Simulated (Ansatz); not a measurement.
# CH4ClNOSi: the cost of one run

Method: the settings change from run to run; program: Ansatz 0.2.0, Gaussian basis.

## 1. The molecule

The structure was relaxed beforehand with PBE0-D4 in a triple-zeta def2 set.

SMILES `O/C(Cl)=N/[SiH3]`, 9 atoms, charge 0, spin multiplicity 1.

Atoms are counted from 1 here; the program's logs count them from 0.

Bond lengths: O1–C2 1.331 Å, O1–H6 0.968 Å, C2–Cl3 1.749 Å, C2–N4 1.242 Å, N4–Si5 1.734 Å, Si5–H7 1.486 Å, Si5–H8 1.481 Å, Si5–H9 1.486 Å. Angles: C2–O1–H6 105.9°, O1–C2–Cl3 108.5°, O1–C2–N4 125.3°, Cl3–C2–N4 126.2°, C2–N4–Si5 128.5°, N4–Si5–H7 110.4°, N4–Si5–H8 107.3°, N4–Si5–H9 110.7°, H7–Si5–H8 109.4°, H7–Si5–H9 109.5°, H8–Si5–H9 109.4°.

## 2. wB97M-V/cc-pVDZ

Set apart from the defaults: charge +1, multiplicity 2, relativity set to scalar.

Contents of in.yaml:

```yaml
crystal:
  periodic: [false, false, false]
  atoms:
    - {symbol: O, position_ang: [-1.554230, 1.499770, 1.155896]}
    - {symbol: C, position_ang: [-0.568598, 0.685001, 0.788051]}
    - {symbol: Cl, position_ang: [0.501018, 0.456474, 2.153087]}
    - {symbol: N, position_ang: [-0.438901, 0.177557, -0.337911]}
    - {symbol: Si, position_ang: [0.806312, -0.888170, -0.904851]}
    - {symbol: H, position_ang: [-2.120763, 1.600125, 0.377302]}
    - {symbol: H, position_ang: [2.127217, -0.208242, -0.868663]}
    - {symbol: H, position_ang: [0.476029, -1.247905, -2.303295]}
    - {symbol: H, position_ang: [0.860413, -2.121011, -0.076716]}
basis:
  gaussian: {orbitals: cc-pVDZ}
total_charge: 1
magnetization: {spin_polarized: true, initial_magnetization: 1}
hamiltonian: {xc: {name: wB97M-V}, pseudopotentials: {relativity: scalar}}
output: {forces: true}
```

On the command line:

```sh
$ ansatz run in.yaml --threads 4 --pin off --events-out ev --progress --plain --max-ram 10444MiB
```

What time and memory should one allow on 4 threads of Arm Neoverse V1, shared host?

About 19 s, with a peak of 0.49 GiB.
